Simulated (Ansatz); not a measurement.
**Potassium, diamond under BLYP: from relaxation to bulk modulus**

What does BLYP give for potassium in the diamond structure? We relax it, solve it on a dense k-mesh, then scale the cell to 7 volumes from 88 to 112 % of the relaxed one and try a fit of the equation of state. Spin polarisation is left out. The k-meshes are 6×6×6 for the relaxation; 9×9×9 for the dense run; 6×6×6 for the volumes.

This is K in the diamond structure; at room conditions it is bcc.

Method: DFT BLYP, plane waves (420 eV) with PAW, scalar-relativistic; PBE-made PAW files, in Ansatz 0.2.0.

## (1) The system as given

It takes space group Fd-3m (No. 227, cubic). Conventional cell: a = 9.167 Å, b = 9.167 Å, c = 9.167 Å, α = 90.00°, β = 90.00°, γ = 90.00°. K (site symmetry -43m) has 4 K at 3.97 Å as nearest neighbours.

As a file:

```
CELL_PARAMETERS angstrom
0.00000 4.58340 4.58340
4.58340 0.00000 4.58340
4.58340 4.58340 0.00000
ATOMIC_POSITIONS crystal
K 0.12500 0.12500 0.12500
K 0.87500 0.87500 0.87500
```

## (2) Geometry optimisation

input.yaml

```yaml
crystal:
  lattice:
    - [0.0, 4.5833978046, 4.5833978046]
    - [4.5833978046, 0.0, 4.5833978046]
    - [4.5833978046, 4.5833978046, 0.0]
  atoms:
    - { symbol: K, position: [0.125, 0.125, 0.125] }
    - { symbol: K, position: [0.875, 0.875, 0.875] }
hamiltonian:
  xc: blyp
  pseudopotentials:
    kind: paw
    azcp:
      K: "pseudopotentials/K.paw.azcp"
basis:
  ecutwfc: 420
  fft_grid_basis: typed
kpoints:
  mp_grid: { grid: [6, 6, 6], shift: [0, 0, 0] }
magnetization:
  spin_polarized: false
scf:
  occupations: { method: fermi_dirac, width: 0.1 }
relax:
  max_steps: 60
  f_tol: 0.01
  cell: {}
```

Further steps of the session: Single point on a dense mesh; Volume × 0.88; Volume × 0.92; Volume × 0.96; Volume × 1.0; Volume × 1.04; Volume × 1.08; Volume × 1.12.

**Question.** What will these runs give? Wanted: space group; conventional cell; volume; shortest distance; gap on the mesh; relative to bcc; V₀, B₀, B₀′.

The runs gave:

```
                      quantity                          value
space group (spins left aside)                Fd-3m (No. 227)
             conventional cell                   a = 10.157 Å
                        volume                130.979 Å³/atom
             shortest distance                        4.398 Å
               gap on the mesh   none (levels filled in part)
               relative to bcc                  +158 meV/atom
                   V₀, B₀, B₀′  133.895 Å³/atom, 0.9 GPa, 3.4
```

In words: The relaxation enlarged the cell by 36.0 % in volume. Against the reference form of potassium (bcc, computed apart with the same settings) it stands 158 meV/atom higher. No gap shows: it is a metal or semimetal at this level. B₀ comes out at 0.9 GPa, a soft solid. The symmetry was held, so the structure may be unstable against distortions that break it.
